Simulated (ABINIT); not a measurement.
Runs of ABINIT 10.8.3 (patched build) on BiTe. The structure is trigonal, space group R-3m (No. 166). The conventional cell has a = 4.845 Å, b = 4.845 Å, c = 9.952 Å, α = 90.00°, β = 90.00°, γ = 120.00°. Around Bi (site symmetry -3m) lie 6 Te at 3.25 Å. Te (site symmetry -3m) has 6 Bi at 3.25 Å as nearest neighbours. The cell comes from a database or a generator and needn't be the stable form of this composition.

```csv
task,level,potentials or basis,cell,cutoff (eV),fine-grid cutoff,cell freedom (optcell),cutoff smearing ecutsm (Ha),optimiser (ionmov),force stop (Ha/bohr),gap on the mesh (eV),pressure (GPa),V0 of scaled cells (Å³/atom),B0 (GPa)
equation of state,PBEsol,PseudoDojo NC SR PBEsol v0.4.1 standard,as given,1088,-,-,-,-,-,-,-,32.23,55
single point,PBE,JTH PAW PBE v2.0,as given,599,1197.3 eV,-,-,-,-,none,0.1,-,-
relaxation of cell and atoms,r2SCAN,JTH PAW PBE v2.0,relaxed,707,1306.15 eV,2,0.5,2,0.0001,none,-,-,-
single point,PBEsol,PseudoDojo NC SR PBEsol v0.4.1 standard,as given,1088,-,-,-,-,-,none,(b),-,-
equation of state,PBE,JTH PAW PBE v2.0,as given,599,1197.3 eV,-,-,-,-,-,-,(a),48
```

Alike in all rows: no spin polarisation; k mesh 7 × 7 × 7; smearing fermi-dirac 0.05 eV.

Fill in the values left out.

(a) 33.78; (b) -2.3.

Caveats: spin-orbit coupling is left out, which moves the levels of the heavy elements; pressures at fixed basis lie under the slope of the energies (some runs); the cell was scaled at fixed shape and fractional positions, which overstates the stiffness of a crystal with free parameters, most of all of layers and chains (some runs); the PAW data sets were made with another functional, which shifts forces and pressure a little (some runs).

A k mesh can miss the band edges, and the runs leave out spin-orbit coupling on Bi, Te.

A gap of «none» marks a metal or a gap under the smearing width.

Not every run made on this cell is shown here.
